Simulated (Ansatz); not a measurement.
# C2H3BO: rigid scan of one bond length

How does the energy of C2H3BO change as one bond is stretched? Wanted for C2H3BO: a rigid scan of one bond length. SMILES: BC1=CO1.

Computed with Ansatz 0.2.0, driven from Python. Level of theory: PBE0/def2-SVP.

## Step 1: The structure

Bond lengths: B1–C2 1.490 Å, C2–C3 1.324 Å, C2–O4 1.376 Å, C3–O4 1.296 Å, B1–H5 1.229 Å, B1–H6 1.224 Å, C3–H7 1.141 Å. Angles: B1–C2–C3 149.6°, B1–C2–O4 153.1°, C3–C2–O4 57.3°, C2–B1–H5 121.7°, C2–B1–H6 123.6°, H5–B1–H6 114.7°, C2–C3–O4 63.4°, C2–C3–H7 150.0°, O4–C3–H7 146.5°, C2–O4–C3 59.3°.

The script holds or builds the structure itself.

## Step 2: Script

c2h3bo.py

```python
import ansatz as az
import numpy as np

GEOMETRY = """
B    -0.88830    0.79200   -0.40560
C    -0.00970   -0.35220   -0.03230
C     1.10850   -0.80120    0.51520
O     0.32520   -1.68720   -0.01430
H    -1.95810    0.62150   -0.98650
H    -0.61960    1.96050   -0.16000
H     2.10330   -0.60130    1.03780
"""

molecule = az.Crystal.molecule()
for line in GEOMETRY.strip().splitlines():
    symbol, *xyz = line.split()
    molecule = molecule.atom(symbol, [float(v) for v in xyz])

symbols = [site.symbol for site in molecule.cartesian_sites]
start = np.array([site.position_ang for site in molecule.cartesian_sites])
axis = (start[0] - start[1]) / np.linalg.norm(start[0] - start[1])
moving = [0, 4, 5]
lengths, energies = [1.27, 1.37, 1.49, 1.64, 1.86, 2.24, 2.68, 3.28], []
for length in lengths:
    xyz = start.copy()
    xyz[moving] += (length - np.linalg.norm(start[0] - start[1])) * axis
    point = az.Crystal.molecule()
    for symbol, place in zip(symbols, xyz):
        point = point.atom(symbol, place.tolist())
    calc = point.calculation().basis(gaussian="def2-SVP").functional("pbe0").spin("collinear")
    r = calc.run(threads=1).report
    energies.append(r["free_energy_ev"])
    print(f"r = {length:6.3f} A  E = {energies[-1]:.5f} eV  <S^2> = {abs(r['mean_field']['state']['spin_squared']):.3f}")

print("energy above the lowest point (eV):", [round(e - min(energies), 3) for e in energies])
```

## Step 3: The run

On the command line:

```
$ python c2h3bo.py
```

Q: Predict the main results. Wanted: range of energy; lowest point, distance.

The runs gave:

| quantity | value |
| --- | --- |
| runs compared | 8 |
| range of energy | 4.740 eV |
| lowest point, distance (Å) | 1.49 |

In words: The curve has its lowest point inside the range, at 1.49. The ends stand 1.1 and 4.56 eV above it. The distance scanned is the script's pair 1, 0. <S²> moves from 0.00 to 1.01: along the scan the mean field breaks spin symmetry. Notes:
- The rest of the molecule is held rigid at a force-field or estimated start geometry, and the basis set is modest; single-reference methods fail as a bond breaks.
